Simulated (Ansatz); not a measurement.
I need a rigid torsion scan of CH4AlFO2, SMILES [OH][AlH][CH](O)F. Use Ansatz's Python interface. Use (for the species named): PBE0, def2-SVP basis, multiplicity 1.

```xyz
9

O    -0.6696    1.9304    1.4088
Al    0.4381    0.8663    0.5041
C    -0.2966   -0.6460   -0.5883
O     0.8816   -1.3264   -1.1549
F    -1.0904   -0.1570   -1.5819
H    -0.8296    1.5676    2.2838
H     2.0430    1.1209    0.6023
H    -0.8031   -1.3037    0.0891
H     0.4153   -2.0985   -1.5802
```

`torsion.py`:
```python
'''Energy of CH4AlFO2 as one group turns about a bond.'''

import warnings

import ansatz as az
from ase import Atoms

BASIS = 'def2-SVP'
XC = 'PBE0'
FMAX = 0.02


def main() -> None:
    warnings.simplefilter('ignore', az.DeckWarning)

    atoms = Atoms(['O', 'Al', 'C', 'O', 'F', 'H', 'H', 'H', 'H'], positions=[
        (-0.6696, 1.9304, 1.4088),
        (0.4381, 0.8663, 0.5041),
        (-0.2966, -0.646, -0.5883),
        (0.8816, -1.3264, -1.1549),
        (-1.0904, -0.157, -1.5819),
        (-0.8296, 1.5676, 2.2838),
        (2.043, 1.1209, 0.6023),
        (-0.8031, -1.3037, 0.0891),
        (0.4153, -2.0985, -1.5802),
    ])

    # relax first, so that the scan starts from a minimum
    first = (
        az.Crystal.molecule_from_ase(atoms).calculation()
        .basis(gaussian=BASIS)
        .functional(XC)
        .relax(force_tolerance=FMAX, max_steps=80)
    )
    atoms.positions = first.run(threads=1).report['positions_ang']

    start = atoms.get_dihedral(3, 2, 1, 0)
    energies = {}
    for turn in range(0, 360, 30):
        turned = atoms.copy()
        turned.set_dihedral(3, 2, 1, 0, start + turn, indices=[0, 1, 5, 6])
        setup = az.Crystal.molecule_from_ase(turned).calculation().basis(gaussian=BASIS).functional(XC)
        energies[round((start + turn) % 360)] = setup.run(threads=1).report['free_energy_ev']
    floor = min(energies.values())
    print('dihedral O3-C2-Al1-O0 (deg)   E - E(min) (kcal/mol)')
    for angle, e in sorted(energies.items()):
        print(f'{angle:8d} {23.060548 * (e - floor):14.3f}  ' + '#' * int(30 * (e - floor) / max(max(energies.values()) - floor, 1e-9)))


if __name__ == '__main__':
    main()
```

```console
$ python torsion.py
dihedral O3-C2-Al1-O0 (deg)   E - E(min) (kcal/mol)
      12          2.766  ##############################
      42          2.206  #######################
      72          1.568  #################
     102          1.378  ##############
     132          1.476  ################
     162          1.495  ################
     192          1.109  ############
     222          0.393  ####
     252          0.000
     282          0.444  ####
     312          1.509  ################
     342          2.505  ###########################
```

The scan is rigid and the energies are electronic, in a modest basis. With rigid groups the curve can differ much from the relaxed path, the start wasn't checked as a minimum of this torsion, and equivalent turns needn't return to the same energy. Run time: 2.1 min on 1 thread of Arm Neoverse V1, with other jobs on the host, peak memory 0.26 GiB.
